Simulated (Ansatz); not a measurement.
# AlClH2O2: the cost of one run

All numbers below are computed with Ansatz 0.2.0 (RKS CAM-B3LYP/cc-pVDZ).

## Step 1: The structure to begin with

Bond lengths: Al1–O2 1.780 Å, O2–H3 1.010 Å, Al1–Cl4 2.230 Å, Al1–O5 1.780 Å, O5–H6 1.010 Å. Angles: Al1–O2–H3 109.5°, O2–Al1–Cl4 120.0°, O2–Al1–O5 120.0°, Cl4–Al1–O5 120.0°, Al1–O5–H6 109.5°.

Structure file:

```xyz
6

Al    0.0000    0.0000    0.0000
O     0.0000    0.0000    1.7800
H    -0.9095   -0.2814    2.1171
Cl    1.9312    0.0000   -1.1150
O    -1.5415    0.0000   -0.8900
H    -2.0512   -0.8467   -0.6815
```

## Step 2: Relaxing the start

input.yaml reads:

```yaml
crystal:
  periodic: [false, false, false]
  atoms:
    - { symbol: Al, position_ang: [0.0, 0.0, 0.0] }
    - { symbol: O, position_ang: [0.0, 0.0, 1.78] }
    - { symbol: H, position_ang: [-0.9095, -0.2814, 2.1171] }
    - { symbol: Cl, position_ang: [1.9312, 0.0, -1.115] }
    - { symbol: O, position_ang: [-1.5415, 0.0, -0.89] }
    - { symbol: H, position_ang: [-2.0512, -0.8467, -0.6815] }
basis:
  gaussian: { orbitals: cc-pVDZ }
hamiltonian:
  xc: cam_b3lyp
relax:
  f_tol: 0.02
  max_steps: 40
```

The run is started by

```bash
$ ansatz run input.yaml --threads 2 --pin off --max-ram 3072MiB --backend cpu --events-out ev --progress --plain --runs-dir out
```

Q: Estimate wall time and peak memory on 2 threads of AMD EPYC (Zen 3), shared host.

About 61 s, with a peak of 0.17 GiB.
